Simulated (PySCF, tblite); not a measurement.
# C5H10Se: a rotation path, then NMR shifts on frames, part 2 of 2

tblite 0.8.0 and PySCF 2.14.0. Atoms count from 0. Earlier steps stand in the parts before.

### 5 Shielding tensors: image 4, PBE0/pcSseg-1

The job: settings as JSON, then the geometry in Å.

```
{"job": {"kind": "nmr", "xc": "PBE0", "basis": "pcSseg-1", "pop": false}, "charge": 0, "multiplicity": 1}
C     -0.423600     1.412700    -0.101300
C     -0.605800    -0.042800     0.323700
C     -1.377700    -0.780600    -0.767200
C      0.732000    -0.794700     0.599900
C      1.956200     0.027000     0.470700
Se     3.186800    -0.197100    -0.759100
H      0.072700     2.003200     0.664000
H     -1.401300     1.854100    -0.282700
H      0.154000     1.474800    -1.022300
H     -1.200500    -0.051700     1.243100
H     -2.336600    -0.297800    -0.942400
H     -0.810100    -0.763800    -1.695900
H     -1.560200    -1.816000    -0.489000
H      0.807200    -1.640100    -0.085000
H      0.702600    -1.186600     1.621100
H      2.096600     0.808300     1.211100
```

Method: GIAO PBE0/pcSseg-1 NMR shielding, non-relativistic, gas phase.

Output:

```text
coarse grid: 57952 points
cycle   1  E = -2597.2169416232  dE = -5.214e-01  |g| = 7.205e-01  |ddm| = 3.560e+00
cycle   2  E = -2597.2120067688  dE =  4.935e-03  |g| = 5.063e-01  |ddm| = 7.506e-01
cycle   3  E = -2597.2502437567  dE = -3.824e-02  |g| = 2.181e-01  |ddm| = 5.510e-01
cycle   4  E = -2597.2609340791  dE = -1.069e-02  |g| = 9.798e-02  |ddm| = 2.672e-01
cycle   5  E = -2597.2632677786  dE = -2.334e-03  |g| = 1.827e-02  |ddm| = 1.111e-01
cycle   6  E = -2597.2633667063  dE = -9.893e-05  |g| = 3.424e-03  |ddm| = 2.295e-02
cycle   7  E = -2597.2633693445  dE = -2.638e-06  |g| = 1.023e-03  |ddm| = 3.187e-03
final grid: 122840 points
cycle   8  E = -2597.2633417317  dE =  4.652e-07  |g| = 1.715e-03  |ddm| = 3.344e-03
cycle   9  E = -2597.2633388660  dE =  2.866e-06  |g| = 3.633e-03  |ddm| = 4.969e-03
cycle  10  E = -2597.2633425093  dE = -3.643e-06  |g| = 4.149e-04  |ddm| = 3.628e-03
cycle  11  E = -2597.2633425497  dE = -4.039e-08  |g| = 3.386e-05  |ddm| = 3.500e-04
cycle  12  E = -2597.2633425500  dE = -3.320e-10  |g| = 7.063e-06  |ddm| = 4.569e-05
converged SCF energy = -2597.2633425500

GIAO shielding tensors (ppm)
atom      isotropic    diamagn.    paramagn.     s11        s22        s33       span
  0 C      165.288     248.441     -83.153    154.799    160.380    180.684     25.885
  1 C      156.002     246.623     -90.621    146.649    153.972    167.385     20.736
  2 C      157.694     248.274     -90.580    133.232    156.065    183.784     50.551
  3 C      122.112     248.321    -126.209     87.009    125.153    154.172     67.163
  4 C     -113.953     256.058    -370.012   -322.196   -177.904    158.239    480.435
  5 Se    -953.713    2998.290   -3952.003  -4256.478   -455.170   1850.510   6106.988
  6 H       30.408      31.157      -0.749     25.732     28.429     37.065     11.333
  7 H       30.783      30.420       0.362     26.430     28.656     37.263     10.833
  8 H       30.767      31.256      -0.489     27.142     30.240     34.919      7.777
  9 H       29.432      32.346      -2.914     26.392     27.093     34.810      8.418
 10 H       30.767      30.235       0.532     26.271     28.401     37.628     11.357
 11 H       30.649      30.884      -0.235     27.198     29.604     35.146      7.947
 12 H       30.465      30.352       0.113     26.759     27.806     36.830     10.070
 13 H       28.430      31.690      -3.260     24.809     28.474     32.008      7.199
 14 H       27.686      30.436      -2.750     24.847     26.665     31.545      6.698
 15 H       19.091      30.156     -11.066     10.215     21.049     26.008     15.793
```

Run time: 69 s. Hardware: 1 thread, shared host.

In short: δ C4 300.9, C3 64.8, C1 30.9, C2 29.2, H15 12.63, H14 4.03 ppm.

### 6 Nuclear shieldings: image 6, PBE0/pcSseg-1

The job: settings as JSON, then the geometry in Å.

```
{"job": {"kind": "nmr", "xc": "PBE0", "basis": "pcSseg-1", "pop": false}, "charge": 0, "multiplicity": 1}
C     -0.346700     1.374300    -0.307500
C     -0.556700    -0.014500     0.289800
C     -1.513600    -0.806000    -0.596900
C      0.769200    -0.805400     0.410100
C      1.937100     0.043600     0.731600
Se     3.324500     0.257000    -0.320200
H      0.321900     1.976100     0.304300
H     -1.300500     1.891900    -0.377800
H      0.078200     1.296800    -1.306500
H     -0.991200     0.100000     1.288600
H     -2.476400    -0.305400    -0.663600
H     -1.097900    -0.881400    -1.600300
H     -1.669300    -1.811400    -0.212800
H      0.959000    -1.328300    -0.528300
H      0.647400    -1.553800     1.200200
H      1.907200     0.575500     1.677900
```

Method: GIAO PBE0/pcSseg-1 NMR shielding, non-relativistic, gas phase.

Output:

```text
coarse grid: 57952 points
cycle   1  E = -2597.2207662863  dE = -5.114e-01  |g| = 7.217e-01  |ddm| = 3.548e+00
cycle   2  E = -2597.2145700841  dE =  6.196e-03  |g| = 5.130e-01  |ddm| = 7.599e-01
cycle   3  E = -2597.2538569332  dE = -3.929e-02  |g| = 2.244e-01  |ddm| = 5.674e-01
cycle   4  E = -2597.2652256133  dE = -1.137e-02  |g| = 9.845e-02  |ddm| = 2.749e-01
cycle   5  E = -2597.2675845628  dE = -2.359e-03  |g| = 1.854e-02  |ddm| = 1.135e-01
cycle   6  E = -2597.2676874660  dE = -1.029e-04  |g| = 3.436e-03  |ddm| = 2.369e-02
cycle   7  E = -2597.2676900999  dE = -2.634e-06  |g| = 1.042e-03  |ddm| = 3.219e-03
final grid: 122840 points
cycle   8  E = -2597.2676823102  dE =  5.456e-07  |g| = 1.816e-03  |ddm| = 3.427e-03
cycle   9  E = -2597.2676789920  dE =  3.318e-06  |g| = 3.896e-03  |ddm| = 5.415e-03
cycle  10  E = -2597.2676831935  dE = -4.201e-06  |g| = 4.195e-04  |ddm| = 3.915e-03
cycle  11  E = -2597.2676832346  dE = -4.112e-08  |g| = 3.569e-05  |ddm| = 3.498e-04
cycle  12  E = -2597.2676832350  dE = -3.765e-10  |g| = 7.534e-06  |ddm| = 4.913e-05
converged SCF energy = -2597.2676832350

GIAO shielding tensors (ppm)
atom      isotropic    diamagn.    paramagn.     s11        s22        s33       span
  0 C      162.584     248.776     -86.191    153.464    159.085    175.204     21.741
  1 C      156.759     247.409     -90.650    149.216    158.409    162.653     13.437
  2 C      159.437     247.723     -88.286    141.571    150.670    186.069     44.498
  3 C      118.722     248.726    -130.004     83.305    116.588    156.272     72.967
  4 C     -113.353     255.947    -369.300   -323.048   -173.241    156.229    479.278
  5 Se    -921.606    2998.169   -3919.775  -4188.499   -438.019   1861.700   6050.199
  6 H       30.692      31.253      -0.561     25.228     29.863     36.984     11.756
  7 H       30.771      30.628       0.143     26.680     28.401     37.231     10.551
  8 H       31.075      31.302      -0.227     27.739     29.709     35.776      8.038
  9 H       29.407      32.620      -3.213     26.227     27.007     34.987      8.760
 10 H       30.540      30.005       0.534     26.333     27.926     37.360     11.027
 11 H       30.963      30.817       0.146     27.413     29.645     35.831      8.418
 12 H       30.440      30.105       0.334     26.552     27.840     36.927     10.375
 13 H       28.518      31.858      -3.340     24.340     28.697     32.516      8.175
 14 H       27.782      30.687      -2.904     25.278     26.658     31.411      6.133
 15 H       19.110      30.044     -10.934     10.366     21.190     25.775     15.409
```

Wall time 71 s (1 thread, shared host).

In short: δ C4 300.3, C3 68.2, C1 30.2, C2 27.5, H15 12.61, H14 3.93 ppm.

### 7 Shielding tensors: image 8, PBE0/pcSseg-1

The job: settings as JSON, then the geometry in Å.

```
{"job": {"kind": "nmr", "xc": "PBE0", "basis": "pcSseg-1", "pop": false}, "charge": 0, "multiplicity": 1}
C     -0.347500     1.356900    -0.501300
C     -0.493400     0.022900     0.224400
C     -1.593800    -0.819400    -0.413400
C      0.841500    -0.743800     0.192000
C      1.907600    -0.031200     0.928500
Se     3.468400     0.430600     0.276800
H      0.415500     1.971900    -0.027900
H     -1.287800     1.903000    -0.486800
H     -0.059400     1.194400    -1.537700
H     -0.757300     0.216200     1.270200
H     -2.537900    -0.280300    -0.397800
H     -1.346000    -1.045100    -1.448100
H     -1.726100    -1.756600     0.122500
H      1.144900    -0.913000    -0.842800
H      0.689300    -1.718600     0.669700
H      1.674300     0.221100     1.960100
```

Level: GIAO PBE0/pcSseg-1 NMR shielding, non-relativistic, gas phase.

Output:

```text
coarse grid: 57952 points
cycle   1  E = -2597.2242067155  dE = -5.115e-01  |g| = 7.222e-01  |ddm| = 3.543e+00
cycle   2  E = -2597.2173330467  dE =  6.874e-03  |g| = 5.166e-01  |ddm| = 7.650e-01
cycle   3  E = -2597.2571511003  dE = -3.982e-02  |g| = 2.300e-01  |ddm| = 5.754e-01
cycle   4  E = -2597.2692045599  dE = -1.205e-02  |g| = 9.796e-02  |ddm| = 2.803e-01
cycle   5  E = -2597.2715432373  dE = -2.339e-03  |g| = 1.852e-02  |ddm| = 1.139e-01
cycle   6  E = -2597.2716471690  dE = -1.039e-04  |g| = 3.372e-03  |ddm| = 2.408e-02
cycle   7  E = -2597.2716496783  dE = -2.509e-06  |g| = 1.062e-03  |ddm| = 3.179e-03
final grid: 122840 points
cycle   8  E = -2597.2716742906  dE =  5.513e-07  |g| = 1.814e-03  |ddm| = 3.553e-03
cycle   9  E = -2597.2716709429  dE =  3.348e-06  |g| = 3.905e-03  |ddm| = 5.453e-03
cycle  10  E = -2597.2716751801  dE = -4.237e-06  |g| = 4.068e-04  |ddm| = 3.934e-03
cycle  11  E = -2597.2716752185  dE = -3.840e-08  |g| = 3.379e-05  |ddm| = 3.343e-04
cycle  12  E = -2597.2716752189  dE = -3.402e-10  |g| = 7.059e-06  |ddm| = 4.635e-05
converged SCF energy = -2597.2716752189

GIAO shielding tensors (ppm)
atom      isotropic    diamagn.    paramagn.     s11        s22        s33       span
  0 C      163.093     248.422     -85.328    151.975    155.827    181.478     29.503
  1 C      154.455     247.859     -93.404    148.139    155.389    159.838     11.699
  2 C      161.461     247.077     -85.616    144.787    152.119    187.477     42.690
  3 C      115.496     249.398    -133.901     80.998    115.869    149.622     68.624
  4 C     -113.916     255.343    -369.260   -322.574   -167.715    148.540    471.113
  5 Se    -916.948    2997.960   -3914.908  -4204.758   -452.643   1906.556   6111.314
  6 H       30.409      30.975      -0.566     25.102     30.215     35.910     10.808
  7 H       30.733      30.605       0.128     26.573     28.209     37.417     10.844
  8 H       31.174      31.174       0.001     27.965     29.193     36.364      8.398
  9 H       29.410      33.229      -3.819     26.414     26.926     34.888      8.474
 10 H       30.457      29.934       0.523     26.351     27.935     37.086     10.735
 11 H       30.876      30.595       0.281     27.282     29.314     36.034      8.752
 12 H       30.455      30.218       0.238     26.356     27.918     37.092     10.736
 13 H       28.472      31.910      -3.438     25.047     28.410     31.960      6.913
 14 H       28.108      31.131      -3.024     25.385     27.208     31.730      6.344
 15 H       19.142      29.878     -10.736     10.421     20.730     26.275     15.854
```

Run time: 69 s. Hardware: 1 thread, shared host.

Key values: δ C4 300.8, C3 71.4, C1 32.5, C2 25.5, H15 12.57, H14 3.61 ppm.

### 8 Run by run: NMR shifts

Shifts (ppm) of some atoms, chosen among heavy atoms and hydrogens apart, with basis size and wall time:

| frame | C3 | C1 | C0 | C2 | H6 | H8 | Se5 | functions | time |
| --- | --- | --- | --- | --- | --- | --- | --- | --- | --- |
| image 0 | 69.1 | 34.7 | 23.7 | 23.2 | 1.60 | 1.24 | 2790 | 176 | 76 s |
| image 2 | 65.8 | 35.0 | 22.2 | 25.0 | 1.65 | 0.92 | 2740 | 176 | 68 s |
| image 4 | 64.8 | 30.9 | 21.6 | 29.2 | 1.31 | 0.95 | 2712 | 176 | 69 s |
| image 6 | 68.2 | 30.2 | 24.3 | 27.5 | 1.03 | 0.64 | 2680 | 176 | 71 s |
| image 8 | 71.4 | 32.5 | 23.8 | 25.5 | 1.31 | 0.54 | 2675 | 176 | 69 s |

### 9 Summary of results

The summary covers parts 1 to 2.

```
                                          quantity                                                            value
                          lowest and highest image                                              -0.035 and 0.151 eV
   ¹³C shifts against TMS (PBE0/pcSseg-1, image 0)                                301.7, 69.1, 34.7, 23.7, 23.2 ppm
    ¹H shifts against TMS (PBE0/pcSseg-1, image 0)  12.74, 3.81, 3.66, 1.97, 1.60, 1.40, 1.24, 1.14, 1.02, 0.99 ppm
⁷⁷Se shifts against Me2Se (PBE0/pcSseg-1, image 0)                                                         2790 ppm
                         range of the shift of Se5                                                 2675 to 2790 ppm
```

In words: The band dips 0.8 kcal/mol below its start, so the start is not the lowest point of the turn; from the lowest image the climb to the highest is 4.3 kcal/mol (GFN2-xTB, rough). Shifts at one fixed geometry are not the observed spectrum, which averages over the motion. In the first frame run (image 0): Shielding is most anisotropic at Se5 (span 6405 ppm, paramagnetic term -4029 ppm). In ppm, Se5 moves most: its shift spreads over 114 ppm, from 2675 (image 8) to 2790 (image 0). Spin-orbit coupling is left out, which matters for shieldings and couplings at and beside the heavy atoms.
